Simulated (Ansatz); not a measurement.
# Ti3W: the cost of one run

Computed with Ansatz 0.2.0 (DFT PBE, scalar-relativistic, plane waves, PAW, unless a step's input says otherwise).

### Step 1. Starting point

The structure is hexagonal, space group P-6m2 (No. 187). Conventional cell: a = 2.774 Å, b = 2.774 Å, c = 9.024 Å, α = 90.00°, β = 90.00°, γ = 120.00°. Ti (site symmetry -6m2) has 12 Ti at 2.77 Å as nearest neighbours. Around Ti (site symmetry 3m) lie 9 Ti at 2.77 Å and 3 W at 2.77 Å. W (site symmetry -6m2) is surrounded by 6 Ti at 2.77 Å and 6 W at 2.77 Å.

As a file:

```cif
data_structure
_symmetry_space_group_name_H-M 'P 1'
_symmetry_Int_Tables_number 1
_cell_length_a 2.7737
_cell_length_b 2.7737
_cell_length_c 9.0239
_cell_angle_alpha 90.000
_cell_angle_beta 90.000
_cell_angle_gamma 120.000
_cell_volume 60.12
loop_
_atom_site_label
_atom_site_type_symbol
_atom_site_fract_x
_atom_site_fract_y
_atom_site_fract_z
_atom_site_occupancy
Ti1 Ti 0.33333 0.66667 0.00000 1
Ti2 Ti 0.66667 0.33333 0.25000 1
Ti3 Ti 0.66667 0.33333 0.75000 1
W1 W 0.33333 0.66667 0.50000 1
```

The start is an ordering of an alloy on its end members' structure types: elements ordered on the sites of the Co type, Ti/W on Co (P-6m2, No. 187).

### Step 2. The guess as it stands, on a coarse mesh

The input, input.yaml:

```yaml
crystal:
  lattice:
    - [2.77372671, 0.0, 0.0]
    - [-1.38686336, 2.40211779, 0.0]
    - [0.0, 0.0, 9.02391152]
  atoms:
    - { symbol: Ti, position: [0.33333333, 0.66666667, 0.0] }
    - { symbol: Ti, position: [0.66666667, 0.33333333, 0.25] }
    - { symbol: Ti, position: [0.66666667, 0.33333333, 0.75] }
    - { symbol: W, position: [0.33333333, 0.66666667, 0.5] }
basis:
  ecutwfc: 420
kpoints:
  mp_grid: { grid: [6, 6, 2] }
hamiltonian:
  xc: pbe
scf:
  occupations: { method: gaussian, width: 0.1 }
  lower_state_search: "off"
output:
  forces: true
  stress: true
  eigenvalues: true
```

On the command line:

```bash
$ ansatz run input.yaml --threads 1 --pin off --max-ram 2560MiB --backend cpu --events-out ev --progress --plain --runs-dir out
```

Q: Estimate wall time and peak memory on 1 thread of Intel Xeon Platinum 8259CL at 2.50GHz (Skylake/Cascade Lake), shared host.

About 2.4 s, with a peak of 0.34 GiB.
